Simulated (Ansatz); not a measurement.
I need a test of the smearing width of In3Se, space group Pm-3m. Use the Ansatz DFT code, driven from Python. Use (first run): r2SCAN, PAW, cutoff 612 eV, 5×5×5 k-points, Gaussian smearing of 0.3 eV. The script varies width (eV): 0.3, 0.2, 0.1, 0.05.

```
In Se
1.0
     4.80376    0.00000    0.00000
     0.00000    4.80376    0.00000
     0.00000    0.00000    4.80376
In Se
3 1
Direct
  0.00000 0.50000 0.50000
  0.50000 0.00000 0.50000
  0.50000 0.50000 0.00000
  0.00000 0.00000 0.00000
```

`smear_in3se.py`:
```python
"""Smearing width test for In3Se."""

import logging
import sys

import ansatz as az
import numpy as np
from tabulate import tabulate

logging.basicConfig(stream=sys.stdout, format="[%(levelname)s] %(message)s")
logger = logging.getLogger("calc")
logger.setLevel(logging.INFO)


def main() -> None:
    vectors = np.array([
        [4.80376, 0.0, 0.0],
        [0.0, 4.80376, 0.0],
        [0.0, 0.0, 4.80376],
    ])
    xtal = (
        az.Lattice.of(vectors)
        .atom("In", (0.0, 0.5, 0.5))
        .atom("In", (0.5, 0.0, 0.5))
        .atom("In", (0.5, 0.5, 0.0))
        .atom("Se", (0.0, 0.0, 0.0))
    )

    base = xtal.calculation()
    base = base.kpoints(length=22)
    base = base.basis(45 * az.Ry)
    base = base.functional("r2SCAN").forces()
    base = base.stress()

    rows = []
    for value in [0.3, 0.2, 0.1, 0.05]:
        rep = base.occupations("gaussian", width=value).run().report
        rows.append((value, rep["free_energy_ev"] / len(rep["lattice"]["sites"]), rep["n_iterations"], sum(rep["stress_gpa"][i][i] for i in range(3)) / 3, max(abs(f) for row in rep["forces_ev_ang"] for f in row), rep["n_kpoints"]))

    print(tabulate(rows, headers=["width (eV)", "F/atom (eV)", "iterations", "P (GPa)", "max component (eV/A)", "k-points"], floatfmt=".4f", tablefmt="plain"))

    # differences from the last row
    for row in rows[:-1]:
        shift = 1000 * (row[1] - rows[-1][1])
        logger.info(f"{row[0]}: {shift:+.2f} meV/atom" + ("  (within 5 meV)" if abs(shift) < 5 else ""))


if __name__ == "__main__":
    main()
```

```console
$ python smear_in3se.py
  width (eV)    F/atom (eV)    iterations    P (GPa)    max component (eV/A)    k-points
      0.3000     -5578.5076             8    -0.9156                  0.0000          10
      0.2000     -5578.5013             8    -0.8858                  0.0000          10
      0.1000     -5578.4966             8    -0.8493                  0.0000          10
      0.0500     -5578.4951             8    -0.7513                  0.0000          10
[INFO] 0.3: -12.45 meV/atom
[INFO] 0.2: -6.21 meV/atom
[INFO] 0.1: -1.45 meV/atom  (within 5 meV)
```

Going from 0.05 to 0.3 eV changes F by -12.5 meV an atom. The report's estimate for zero width moves by -2.5 meV, so the entropy term explains only part of the change. The pressure moves from -0.75 to -0.92 GPa.

What to keep in mind:
- For a metal this k-point mesh is coarse: on a finer one energies can move by several to tens of meV an atom and pressures by half a GPa or more, differences at one mesh by less.
- The free energy holds a sizeable smearing term, which stands for no physical temperature.
- Forces vanish by symmetry here and test nothing.
- The narrowest width needs the finest mesh, so the last row is no converged reference.
- Pressure is positive in compression.
- The structure comes from a database of computed cells and needn't be a stable or known phase.
- Run time: 22 s on 1 thread of Intel(R) Xeon(R) Processor @ 2.30GHz, with other jobs on the host, peak memory 0.88 GiB.
